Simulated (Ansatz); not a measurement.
# Ti started on a Ga site in zincblende GaSb, 16 atoms, charge +1

Wanted: the effect of changed settings on energy, forces, pressure and convergence.

Method: density functional theory in Ansatz 0.2.0, PAW datasets, plane waves.

1 further run of the same task is left out (it didn't finish).

## (1) The system as built

16 atoms (7 Ga, 1 Ti, 8 Sb); a = 8.646 Å, b = 8.646 Å, c = 8.646 Å, α = 60.00°, β = 60.00°, γ = 60.00°. All atoms were shaken off their sites by about 0.02 Å along each axis. Defect site 1: (0.500, 0.500, 0.500). Starting moments add up to 2 μB.

## (2) PBEsol on the given atoms

Input file in.yaml:

```yaml
crystal:
  lattice:
    - [0.000000, 6.113394, 6.113394]
    - [6.113394, 0.000000, 6.113394]
    - [6.113394, 6.113394, 0.000000]
  atoms:
    - { symbol: Ga, position: [0.999556, 0.999907, 0.002783] }
    - { symbol: Ga, position: [0.002173, 0.993929, 0.498746] }
    - { symbol: Ga, position: [0.501460, 0.498547, 0.000683] }
    - { symbol: Ga, position: [0.994565, 0.504246, 0.001247] }
    - { symbol: Ga, position: [0.498684, 0.001985, 0.502608] }
    - { symbol: Ga, position: [0.496607, 0.000987, 0.999887] }
    - { symbol: Ga, position: [0.998409, 0.497293, 0.504719] }
    - { symbol: Ti, position: [0.495450, 0.503041, 0.498005], spin: 2 }
    - { symbol: Sb, position: [0.123887, 0.119795, 0.128271] }
    - { symbol: Sb, position: [0.624432, 0.625424, 0.626581] }
    - { symbol: Sb, position: [0.126987, 0.124357, 0.623851] }
    - { symbol: Sb, position: [0.627242, 0.623134, 0.124119] }
    - { symbol: Sb, position: [0.123251, 0.622725, 0.130618] }
    - { symbol: Sb, position: [0.629224, 0.122421, 0.626059] }
    - { symbol: Sb, position: [0.624412, 0.122865, 0.127498] }
    - { symbol: Sb, position: [0.124918, 0.629843, 0.626733] }
  symmetry: { detect: false }
kpoints:
  mp_grid: { grid: [1, 1, 1], shift: [0.25, 0.25, 0.25] }
hamiltonian:
  xc: pbesol
total_charge: 1
magnetization:
  spin_polarized: true
scf:
  occupations: { method: fermi_dirac, width: 0.01 }
output:
  forces: true
  eigenvalues: true
  populations: true
  charged_corrections: { epsilon: 15.7 }
  write_density: true
  write_potential: true
  elf: true
  volumetric_format: npy
```

Started as:

```console
ansatz run in.yaml --threads 2 --pin off --max-ram 19000MiB --runs-dir r --events-out ev --progress --plain --backend cuda --devices 0, --max-vram 18GiB
```

## (3) Changed settings: starting moment 8 μB

in.yaml: that of step 2 with these lines changed.

```diff
@@ -13,3 +13,3 @@
     - { symbol: Ga, position: [0.998409, 0.497293, 0.504719] }
-    - { symbol: Ti, position: [0.495450, 0.503041, 0.498005], spin: 2 }
+    - { symbol: Ti, position: [0.495450, 0.503041, 0.498005] }
     - { symbol: Sb, position: [0.123887, 0.119795, 0.128271] }
@@ -30,4 +30,6 @@
   spin_polarized: true
+  initial_magnetization: 8
 scf:
   occupations: { method: fermi_dirac, width: 0.01 }
+  max_iter: 100
 output:
@@ -35,7 +37,2 @@
   eigenvalues: true
-  populations: true
-  charged_corrections: { epsilon: 15.7 }
-  write_density: true
-  write_potential: true
-  elf: true
-  volumetric_format: npy
+  stress: true
```

## (4) Changed settings: cutoff 350 eV

in.yaml: that of step 3 with these lines changed.

```diff
@@ -13,3 +13,3 @@
     - { symbol: Ga, position: [0.998409, 0.497293, 0.504719] }
-    - { symbol: Ti, position: [0.495450, 0.503041, 0.498005] }
+    - { symbol: Ti, position: [0.495450, 0.503041, 0.498005], spin: 2 }
     - { symbol: Sb, position: [0.123887, 0.119795, 0.128271] }
@@ -25,2 +25,3 @@
   mp_grid: { grid: [1, 1, 1], shift: [0.25, 0.25, 0.25] }
+basis: { ecutwfc: 350 }
 hamiltonian:
@@ -30,3 +31,2 @@
   spin_polarized: true
-  initial_magnetization: 8
 scf:
```

## (5) Variant: functional revPBE

in.yaml: that of step 4 with these lines changed.

```diff
@@ -25,5 +25,4 @@
   mp_grid: { grid: [1, 1, 1], shift: [0.25, 0.25, 0.25] }
-basis: { ecutwfc: 350 }
 hamiltonian:
-  xc: pbesol
+  xc: revpbe
 total_charge: 1
@@ -33,3 +32,3 @@
   occupations: { method: fermi_dirac, width: 0.01 }
-  max_iter: 100
+  max_iter: 90
 output:
@@ -38 +37,5 @@
   stress: true
+  write_density: true
+  write_potential: true
+  elf: true
+  volumetric_format: npy
```

Before running it: what results should come out? Wanted: for each run, settings; status; energy from base; forces from base.

**Answer**, as computed:

| settings | status | cycles | time | energy from base (meV/atom) | forces from base (eV/Å rms) | filled to empty level on the mesh (eV) |
| --- | --- | --- | --- | --- | --- | --- |
| base | converged | 13 | 4.4 s (GPU) | 0 | 0 | 0.42 |
| starting moment 8 μB | converged | 12 | 4.4 s (GPU) | 0.0 | 0.000 | 0.42 |
| cutoff 350 eV | converged, settings too loose | 12 | 3.1 s (GPU) | +5.4 | 0.001 | 0.41 |
| functional revPBE | converged | 12 | 3.9 s (GPU) | - | 0.028 | 0.49 |

**Reading.** Among these variants the forces move most with functional revPBE (0.028 eV/Å rms) and least with starting moment 8 μB (0.000).
